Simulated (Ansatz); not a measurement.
**C2H3Se radical: small, medium and large basis sets**

An exercise on one series of results from a longer session: the logs are not shown, and one member is left open.

Method: one geometry, several basis sets; program: Ansatz 0.2.0, Gaussian basis.

The runs, in order: PBE0-D4/def2-SVP; ωB97M-V/def2-SVP; PBE0-D4/def2-QZVPP; ωB97M-V/def2-QZVPP; the functionals' def2-TZVPP values are taken from earlier runs.

### The relaxed structure

All runs share one geometry, relaxed beforehand with PBE0-D4 in a triple-zeta def2 set.

SMILES `C=C[Se]`, 6 atoms, charge 0, spin multiplicity 2.

Atoms are counted from 1 here; the program's logs count them from 0.

Bond lengths: C1–C2 1.345 Å, C1–H4 1.084 Å, C1–H5 1.086 Å, C2–Se3 1.852 Å, C2–H6 1.086 Å. Angles: C2–C1–H4 121.0°, C2–C1–H5 121.0°, H4–C1–H5 117.9°, C1–C2–Se3 122.7°, C1–C2–H6 119.9°, Se3–C2–H6 117.4°.

Set-up of the first run:

The input, in.yaml:

```yaml
crystal:
  periodic: [false, false, false]
  atoms:
    - {symbol: C, position_ang: [-0.446937, 0.123661, -0.589250]}
    - {symbol: C, position_ang: [0.321922, 0.051789, 0.511807]}
    - {symbol: Se, position_ang: [1.338241, -1.439687, 0.925654]}
    - {symbol: H, position_ang: [-0.501222, -0.703448, -1.287803]}
    - {symbol: H, position_ang: [-1.032662, 1.012202, -0.806026]}
    - {symbol: H, position_ang: [0.362659, 0.891482, 1.199315]}
basis:
  gaussian: {orbitals: def2-SVP}
magnetization: {spin_polarized: true, initial_magnetization: 1}
hamiltonian: {xc: pbe0, dispersion: d4}
output: {orbitals: {seedname: orbitals}}
```

Steps of the session up to this table: PBE0-D4 in def2-SVP; ωB97M-V in def2-SVP; PBE0-D4 in def2-QZVPP; ωB97M-V in def2-QZVPP.

One of the session's tables, all rows but one given; the rest of the session is left out.

It belongs to the step «Density functionals: the series». 

```
functional       basis  HOMO (eV)  LUMO (eV)
   PBE0-D4    def2-SVP      -6.20      -3.77
   PBE0-D4  def2-TZVPP      -6.37      -3.87
   PBE0-D4  def2-QZVPP      -6.39      -3.88
   ωB97M-V    def2-SVP          ?          ?
   ωB97M-V  def2-TZVPP      -8.58      -1.89
   ωB97M-V  def2-QZVPP      -8.61      -1.91
```

Estimate the missing values for ωB97M-V, def2-SVP.

The run gave: HOMO (eV): -8.41; LUMO (eV): -1.71. In the column «HOMO (eV)» it lies between ωB97M-V, def2-TZVPP (-8.58) and PBE0-D4, def2-QZVPP (-6.39).
